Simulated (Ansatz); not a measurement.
**CH6HfO3Se: how energies converge with the basis set**

An exercise on one series of results from a longer session: the logs are not shown, and one member is left open.

Computed with Ansatz 0.2.0, Gaussian basis. Level: one geometry, several basis sets.

Levels to be run: PBE0-D4/def2-SVP; ωB97M-V/def2-SVP; PBE0-D4/def2-QZVPP; ωB97M-V/def2-QZVPP; the functionals' def2-TZVPP values are taken from earlier runs.

## The geometry

An earlier PBE0-D4 in a triple-zeta def2 set relaxation fixed the geometry. Hf takes the def2 core potential; no spin-orbit term is included.

SMILES `C[O][Hf]([OH])([OH])[SeH]`, 12 atoms, charge 0, spin multiplicity 1.

Atoms are counted from 1 here; the program's logs count them from 0.

Bond lengths: C1–O2 1.389 Å, C1–H7 1.095 Å, C1–H8 1.094 Å, C1–H9 1.095 Å, O2–Hf3 1.903 Å, Hf3–O4 1.918 Å, Hf3–O5 1.920 Å, Hf3–Se6 2.619 Å, O4–H10 0.951 Å, O5–H11 0.951 Å, Se6–H12 1.472 Å. Angles: O2–C1–H7 110.7°, O2–C1–H8 110.1°, O2–C1–H9 110.6°, H7–C1–H8 108.4°, H7–C1–H9 108.6°, H8–C1–H9 108.4°, C1–O2–Hf3 172.7°, O2–Hf3–O4 112.2°, O2–Hf3–O5 111.5°, O2–Hf3–Se6 103.2°, O4–Hf3–O5 109.4°, O4–Hf3–Se6 110.2°, O5–Hf3–Se6 110.3°, Hf3–O4–H10 170.6°, Hf3–O5–H11 164.4°, Hf3–Se6–H12 90.7°.

Set-up of the first run:

in.yaml reads:

```yaml
crystal:
  periodic: [false, false, false]
  atoms:
    - {symbol: C, position_ang: [0.451712, -2.392932, 0.037096]}
    - {symbol: O, position_ang: [0.256632, -1.018102, 0.082772]}
    - {symbol: Hf, position_ang: [-0.182420, 0.830471, -0.022415]}
    - {symbol: O, position_ang: [-0.572835, 1.380023, -1.818032]}
    - {symbol: O, position_ang: [-1.665920, 1.266476, 1.115129]}
    - {symbol: Se, position_ang: [1.993170, 2.012785, 0.830191]}
    - {symbol: H, position_ang: [0.356224, -2.764015, -0.988485]}
    - {symbol: H, position_ang: [1.452239, -2.642922, 0.403154]}
    - {symbol: H, position_ang: [-0.283901, -2.907238, 0.663955]}
    - {symbol: H, position_ang: [-0.912787, 1.607027, -2.676175]}
    - {symbol: H, position_ang: [-2.299719, 1.295103, 1.823415]}
    - {symbol: H, position_ang: [1.407616, 3.333344, 0.549374]}
basis:
  gaussian: {orbitals: def2-SVP}
hamiltonian: {xc: pbe0, dispersion: d4}
output: {orbitals: {seedname: orbitals}}
```

Launch:

```bash
> ansatz run in.yaml --threads 2 --pin off --events-out ev --progress --plain --max-ram 32768MiB --backend cpu
```

Among the steps run: PBE0-D4 in def2-SVP; ωB97M-V in def2-SVP; PBE0-D4 in def2-QZVPP; ωB97M-V in def2-QZVPP.

One of the session's tables, all rows but one given; the rest of the session is left out.

```
functional       basis  HOMO (eV)  LUMO (eV)
   PBE0-D4    def2-SVP      -6.39      -0.04
   PBE0-D4  def2-TZVPP      -6.53      -0.13
   PBE0-D4  def2-QZVPP      -6.56      -0.37
   ωB97M-V    def2-SVP      -8.49       1.28
   ωB97M-V  def2-TZVPP          ?          ?
   ωB97M-V  def2-QZVPP      -8.69       0.51
```

Q: Estimate the row for ωB97M-V, def2-TZVPP from the others.

**Answer.** HOMO (eV): -8.65; LUMO (eV): 1.04. In the column «HOMO (eV)» it lies between ωB97M-V, def2-QZVPP (-8.69) and ωB97M-V, def2-SVP (-8.49).
